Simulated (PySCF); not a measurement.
# SrH: bond curves at several levels of theory

The task here is to estimate one member of a computed series from the others.

Method: Sr def2-TZVP with ECP28, H def2-TZVP, scalar-relativistic core potentials; program: PySCF 2.14.0.

Set-up of the first run:

Settings of the job:

```json
{"atoms": "Sr, H", "charge": "0", "basis": "Sr def2-TZVP with ECP28, H def2-TZVP", "Hamiltonian": "scalar-relativistic core potentials", "basis functions": "39", "electrons treated": "11", "masses in u": "87.9056, 1.0078", "levels": "PBE0, PBE, r²SCAN, MN15, PW91, BHandHLYP, HF, MP2, SCS-MP2, CCSD, CCSD(T)", "grid": "80 radial by 434 angular points", "occupations": "held fixed by the projection of orbital angular momentum", "dissociation limit": "Sr + H, each in its ground configuration", "starting distance in angstrom": "2.030", "values of 2S to try": "1, 3"}
```

Command:

```sh
$ OMP_NUM_THREADS=1 python dia.py task.json out
```

Steps of the session up to this table: Set-up; The PBE0 curve of the state that the search chose; Other states along the same grid; PBE (GGA); r²SCAN; MN15 (hybrid meta-GGA); PW91 (GGA); BHandHLYP; UHF (mean field); Adding correlation.

One table of the session follows, with a row left open; its other results are not shown here.

It belongs to the step «The curves together». Energy (eV) from each level's lowest point:

| R (Å) | UHF | UHF-MP2 | UHF-SCS-MP2 | UHF-CCSD | UHF-CCSD(T) |
| --- | --- | --- | --- | --- | --- |
| 1.840 | 0.488 | 0.398 | 0.407 | n/a | n/a |
| 1.926 | 0.261 | 0.199 | 0.205 | 0.214 | 0.213 |
| 2.012 | 0.115 | 0.077 | 0.080 | 0.088 | 0.087 |
| 2.076 | ? | ? | ? | ? | ? |
| 2.140 | 0.011 | 0.001 | 0.002 | 0.005 | 0.005 |
| 2.204 | 0.000 | 0.000 | 0.000 | 0.000 | 0.000 |
| 2.290 | 0.017 | 0.028 | 0.027 | 0.022 | 0.021 |
| 2.397 | 0.077 | 0.099 | 0.096 | 0.084 | 0.083 |
| 2.525 | 0.192 | 0.221 | 0.218 | 0.193 | 0.191 |
| 2.696 | 0.391 | 0.423 | 0.420 | n/a | n/a |

Estimate the missing values for R (Å) = 2.076.

Worked estimate for «UHF». A straight line through the neighbours (2.012, 0.115) and (2.140, 0.011) gives 0.115 + (0.011 − 0.115) × (2.076 − 2.012) / (2.140 − 2.012) = 0.063; a parabola fitted to 4 rows on both sides gives 0.047.

As computed: UHF: 0.048; UHF-MP2: 0.025; UHF-SCS-MP2: 0.027; UHF-CCSD: 0.032; UHF-CCSD(T): 0.032. In «UHF» the line misses by +0.015 and the parabola by -0.001.
